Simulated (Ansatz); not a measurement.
**C₂H₆GeO₂: basis-set convergence**

One table from this session's results is given with a row withheld; the runs are named, their logs left out.

The runs use Ansatz 0.2.0, Gaussian basis; one geometry, several basis sets.

Plan: PBE0-D4/def2-SVP; ωB97M-V/def2-SVP; PBE0-D4/def2-QZVPP; ωB97M-V/def2-QZVPP; the functionals' def2-TZVPP values are taken from earlier runs.

## The relaxed structure

An earlier PBE0-D4 in a triple-zeta def2 set relaxation fixed the geometry.

SMILES `CC(=O)[O][GeH3]`, 11 atoms, charge 0, spin multiplicity 1.

Atoms are counted from 1 here; the program's logs count them from 0.

Bond lengths: C1–C2 1.497 Å, C1–H6 1.087 Å, C1–H7 1.092 Å, C1–H8 1.092 Å, C2–O3 1.209 Å, C2–O4 1.328 Å, O4–Ge5 1.834 Å, Ge5–H9 1.529 Å, Ge5–H10 1.534 Å, Ge5–H11 1.529 Å. Angles: C2–C1–H6 110.0°, C2–C1–H7 109.6°, C2–C1–H8 109.6°, H6–C1–H7 110.2°, H6–C1–H8 110.2°, H7–C1–H8 107.2°, C1–C2–O3 124.8°, C1–C2–O4 113.2°, O3–C2–O4 122.1°, C2–O4–Ge5 112.9°, O4–Ge5–H9 109.1°, O4–Ge5–H10 100.1°, O4–Ge5–H11 109.1°, H9–Ge5–H10 111.9°, H9–Ge5–H11 113.7°, H10–Ge5–H11 111.9°.

Set-up of the first run:

Input file in.yaml:

```yaml
crystal:
  periodic: [false, false, false]
  atoms:
    - {symbol: C, position_ang: [-0.090474, -1.581416, 1.218867]}
    - {symbol: C, position_ang: [-0.290492, -0.567804, 0.135392]}
    - {symbol: O, position_ang: [-1.119195, -0.649998, -0.741095]}
    - {symbol: O, position_ang: [0.544505, 0.461457, 0.221681]}
    - {symbol: Ge, position_ang: [0.290166, 1.698243, -1.108113]}
    - {symbol: H, position_ang: [-0.791466, -2.402637, 1.093689]}
    - {symbol: H, position_ang: [0.935457, -1.952940, 1.189061]}
    - {symbol: H, position_ang: [-0.234364, -1.109004, 2.192449]}
    - {symbol: H, position_ang: [-1.116612, 2.283817, -0.984674]}
    - {symbol: H, position_ang: [1.370938, 2.720601, -0.735552]}
    - {symbol: H, position_ang: [0.566739, 1.042679, -2.461205]}
basis:
  gaussian: {orbitals: def2-SVP}
hamiltonian: {xc: pbe0, dispersion: d4}
output: {orbitals: {seedname: orbitals}}
```

Among the steps run: PBE0-D4 in def2-SVP; ωB97M-V in def2-SVP; PBE0-D4 in def2-QZVPP; ωB97M-V in def2-QZVPP.

One of the session's tables, all rows but one given; the rest of the session is left out.

It belongs to the step «Density functionals: the series». 

| functional | basis | HOMO (eV) | LUMO (eV) |
| --- | --- | --- | --- |
| PBE0-D4 | def2-SVP | -7.91 | 0.39 |
| PBE0-D4 | def2-TZVPP | -8.02 | 0.18 |
| PBE0-D4 | def2-QZVPP | -8.05 | -0.10 |
| ωB97M-V | def2-SVP | ? | ? |
| ωB97M-V | def2-TZVPP | -10.45 | 1.93 |
| ωB97M-V | def2-QZVPP | -10.48 | 1.32 |

**Question.** Estimate the row for ωB97M-V, def2-SVP.

As computed: HOMO (eV): -10.32; LUMO (eV): 2.29. In the column «HOMO (eV)» it lies between ωB97M-V, def2-TZVPP (-10.45) and PBE0-D4, def2-QZVPP (-8.05).
